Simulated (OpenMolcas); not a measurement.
# Yb³⁺ among point charges: CASSCF levels and susceptibility

Aim: the splitting of the states of Yb³⁺ in the field of 7 point charges, its lowest levels with spin-orbit coupling and its magnetic susceptibility.

Program: OpenMolcas 26.06. Level of theory: state-averaged CASSCF, spin-orbit coupling by RASSI with atomic mean-field integrals. These are calculated values, not measurements, unless marked.

### Step 1. What is computed

| Item | Value |
| --- | --- |
| Species | Yb³⁺ (ytterbium, Z = 70, 67 electrons) |
| Basis | ANO-RCC-VDZP [7s6p4d2f1g], 68 functions |
| Scalar Hamiltonian | DKH2, point nucleus |
| Inactive shells | 1s 2s 2p 3s 3p 3d 4s 4p 4d 5s 5p |
| Active space | 13 electrons in 7 orbitals (4f) |
| Some configurations of this space | 4f13 |
| Orbitals | optimised for the highest spin of each parity, averaged over all roots |

The outer shells:

4f13
```
4f [↑↓][↑↓][↑↓][↑↓][↑↓][↑↓][↑ ]
```

The ion sits among 7 point charges of -2 e arranged as a pentagonal bipyramid (D5h), 2.35 Å from the ion, with the axial distance 2.045 Å.

Each step is its own input file, run in one work folder so that later steps find the files of earlier ones. Labels, J, g values, rates, χT and fits are worked out afterwards by a script from the matrices that RASSI stores.

### Step 2. One- and two-electron integrals

Contents of a.inp:

```
&GATEWAY
Coord
1

Yb 0.0 0.0 0.0
Basis=ANO-RCC-VDZP
Group=NoSym
NoMove
AngMom=0.0 0.0 0.0
AMFI
XField
7 Angstrom 0
2.350000 0.000000 0.000000 -2.000000
0.726190 2.234983 0.000000 -2.000000
-1.901190 1.381295 0.000000 -2.000000
-1.901190 -1.381295 0.000000 -2.000000
0.726190 -2.234983 0.000000 -2.000000
0.000000 0.000000 2.044500 -2.000000
0.000000 0.000000 -2.044500 -2.000000
&SEWARD
```

The run is started by

```
$ OMP_NUM_THREADS=1 MOLCAS_MEM=2252 MOLCAS_PROJECT=a pymolcas a.inp > a.log
```

### Step 3. CASSCF: doublets, 7 roots

Contents of a.inp:

```
&RASSCF
FileOrb=start.orb
Symmetry=1
Spin=2
nActEl=13 0 0
Inactive=27
Ras2=7
CIRoot=7 7 1
SDav=7
CIMx=300
Iter=120 100
PrWF=0.3
OrbListing=Nothing
MaxOrb=0
>>> COPY $Project.JobIph JOB001
```

start.orb holds the contracted functions of the basis, ordered by shell, or the orbitals of the step before.

### Step 4. State interaction with spin-orbit coupling

Contents of a.inp:

```
&RASSI
NrOfJobIphs=1 7
1 2 3 4 5 6 7
IphNames
JOB001
EJob
SpinOrbit
DIPRint=1.0
SOCoupling=1000.0
Subsets=2
Property=9
'ANGMOM' 1 'ANGMOM' 2 'ANGMOM' 3 'MLTPL  1' 1 'MLTPL  1' 2 'MLTPL  1' 3
'AMFI' 1 'AMFI' 2 'AMFI' 3
SOProperty=3
'ANGMOM' 1 'ANGMOM' 2 'ANGMOM' 3
```

**Question.** What will these runs give? Wanted: spin-free ground state; first state of the same spin within the active space; lowest level; next level.

As calculated:

| quantity | value |
| --- | --- |
| method | CASSCF |
| spin-free ground state | doublet, 1-fold in its orbital part |
| first state of the same spin within the active space | doublet at 517 cm⁻¹ |
| lowest level | 2-fold, g = 1.19, 4.59, 4.59 |
| next level | 510.1 cm⁻¹ |
| χT at 300 K | 2.18 cm³ K/mol |
| effective moment at 300 K | 4.18 μB |

**Reading.** The spin-free ground state (doublet) comes to 100 % from free-ion F terms and keeps the highest spin of the shell. This is an electrostatic model: the charges have no orbitals.
